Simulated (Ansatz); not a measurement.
# Ag16P: the cost of one run

All numbers below are computed with Ansatz 0.2.0 (DFT PBE+D3(BJ), plane waves, PAW, scalar-relativistic, no spin polarisation).

**1. Starting point**

The cell holds 17 atoms (Ag16P): a = 8.180 Å, b = 5.784 Å, c = 15.338 Å, α = 90.00°, β = 90.00°, γ = 90.00°.

The coordinates stand in the first input below.

**2. Relaxing end A**

input.yaml

```yaml
crystal:
  lattice:
    - [8.18, 0.0, 0.0]
    - [0.0, 5.784133, 0.0]
    - [0.0, 0.0, 15.3381]
  atoms:
    - { symbol: Ag, position: [0.25, 0.25, 0.0651971] }
    - { symbol: Ag, position: [0.75, 0.25, 0.0651971] }
    - { symbol: Ag, position: [0.25, 0.75, 0.0651971] }
    - { symbol: Ag, position: [0.75, 0.75, 0.0651971] }
    - { symbol: Ag, position: [0.0, 0.0, 0.1594743] }
    - { symbol: Ag, position: [0.5, 0.0, 0.1594743] }
    - { symbol: Ag, position: [0.0, 0.5, 0.1594743] }
    - { symbol: Ag, position: [0.5, 0.5, 0.1594743] }
    - { symbol: Ag, position: [0.25, 0.25, 0.2537516] }
    - { symbol: Ag, position: [0.75, 0.25, 0.2537516] }
    - { symbol: Ag, position: [0.25, 0.75, 0.2537516] }
    - { symbol: Ag, position: [0.75, 0.75, 0.2537516] }
    - { symbol: Ag, position: [0.0, 0.0, 0.3480288] }
    - { symbol: Ag, position: [0.5, 0.0, 0.3480288] }
    - { symbol: Ag, position: [0.0, 0.5, 0.3480288] }
    - { symbol: Ag, position: [0.5, 0.5, 0.3480288] }
    - { symbol: P, position: [0.4963542, 0.499534, 0.5155854] }
basis:
  ecutwfc: 420.0
kpoints:
  mp_grid: { grid: [2, 3, 1] }
hamiltonian:
  xc: pbe
  dispersion: d3bj
scf:
  occupations: { method: gaussian, width: 0.15 }
  lower_state_search: "off"
relax:
  f_tol: 0.03
  max_steps: 60
  adjacent_minimum: "off"
  constraints: [{ sites: [0, 1, 2, 3] }]
output:
  write_density: true
  write_potential: true
  elf: true
  volumetric_format: npy
```

Run with:

```console
$ ansatz run input.yaml --threads 4 --pin off --max-ram 10240MiB --backend cpu --events-out ev --progress --plain --runs-dir out
```

What time and memory should one allow on 4 threads of Intel Xeon Platinum 8488C (Sapphire Rapids), shared host?

About 3.9 min, with a peak of 2.8 GiB.
